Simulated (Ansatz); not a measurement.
Rb3Cd, space group Pm-3m: a convergence test of the plane-wave cutoff, run with the Python package of Ansatz (0.2.0).

The script, `ecut.py`:
```python
# -*- coding: utf-8 -*-
"""Cutoff test for Rb3Cd."""

import warnings

import ansatz as az
from tabulate import tabulate


def main():
    warnings.simplefilter("ignore", az.DeckWarning)

    lattice = az.Lattice.of(
        (6.312502, 0.0, 0.0),
        (0.0, 6.312502, 0.0),
        (0.0, 0.0, 6.312502),
    )
    sites = [
        ("Rb", (0.0, 0.5, 0.5)),
        ("Rb", (0.5, 0.0, 0.5)),
        ("Rb", (0.5, 0.5, 0.0)),
        ("Cd", (0.0, 0.0, 0.0)),
    ]
    system = az.Crystal(lattice=lattice)
    for symbol, position in sites:
        system = system.atom(symbol, position)

    base = (
        system.calculation()
        .occupations(az.OccupationsMethod.GAUSSIAN, width=0.01)
        .scf(tolerance=1e-07, self_checks="high")
        .kpoints(3, 3, 3, center="gamma")
        .mixing("msr1", beta=0.5)
        .functional("mr2scan")
        .stress()
    )

    rows = []
    for value in [300, 350, 400, 450, 500, 550]:
        rep = base.basis(value).run(threads=1).report
        rows.append((value, rep["free_energy_ev"] / len(rep["lattice"]["sites"]), rep["n_iterations"], sum(rep["stress_gpa"][i][i] for i in range(3)) / 3, rep["n_pw"]))

    print(tabulate(rows, headers=["cutoff (eV)", "F/atom (eV)", "iterations", "P (GPa)", "plane waves"], floatfmt=".4f", tablefmt="plain"))

    # the last row is the reference
    for row in rows[:-1]:
        shift = 1000 * (row[1] - rows[-1][1])
        print(f"{row[0]}: {shift:+.2f} meV/atom" + ("  (within 2 meV)" if abs(shift) < 2 else ""))


if __name__ == "__main__":
    main()
```

From which cutoff on is the energy per atom within 2 meV of the last row, and how does it get there?

From 500 eV on it stays within 2 meV an atom of the value at 550 eV; the first row (300 eV) is off by 37.8 meV and the last but one by 0.76 meV. The energy falls steadily, as expected when plane waves are added. The pressure moves from -0.15 to -0.16 GPa (the program's stress holds a Pulay correction, so it settles early). The last run costs about 2.4 times the first.

The output:

```console
$ python ecut.py
  cutoff (eV)    F/atom (eV)    iterations    P (GPa)    plane waves
          300     -4525.4267             7    -0.1549           2945
          350     -4525.4565             7    -0.1548           3743
          400     -4525.4599             7    -0.1574           4553
          450     -4525.4623             7    -0.1590           5449
          500     -4525.4637             7    -0.1590           6403
          550     -4525.4645             7    -0.1585           7249
300: +37.81 meV/atom
350: +7.99 meV/atom
400: +4.58 meV/atom
450: +2.19 meV/atom
500: +0.76 meV/atom  (within 2 meV)
```

The mesh is modest for a metal, so energies can be off by several to tens of meV an atom and pressures by half a GPa or more; differences at equal mesh fare better. The program warned that this SCF threshold is loose for forces or stresses. Pressure is positive in compression. This cell is a computed structure, which may not be the phase found in nature. Shifts are counted from the last row, which is itself no proven limit. The script silences the warnings on its input, which a real study should read. Cost: of the order of 30 core-seconds.

(A comment or docstring line of the script was reworded after the run, the code is as it ran; lines on the test bed's own set-up are left out of the output.)
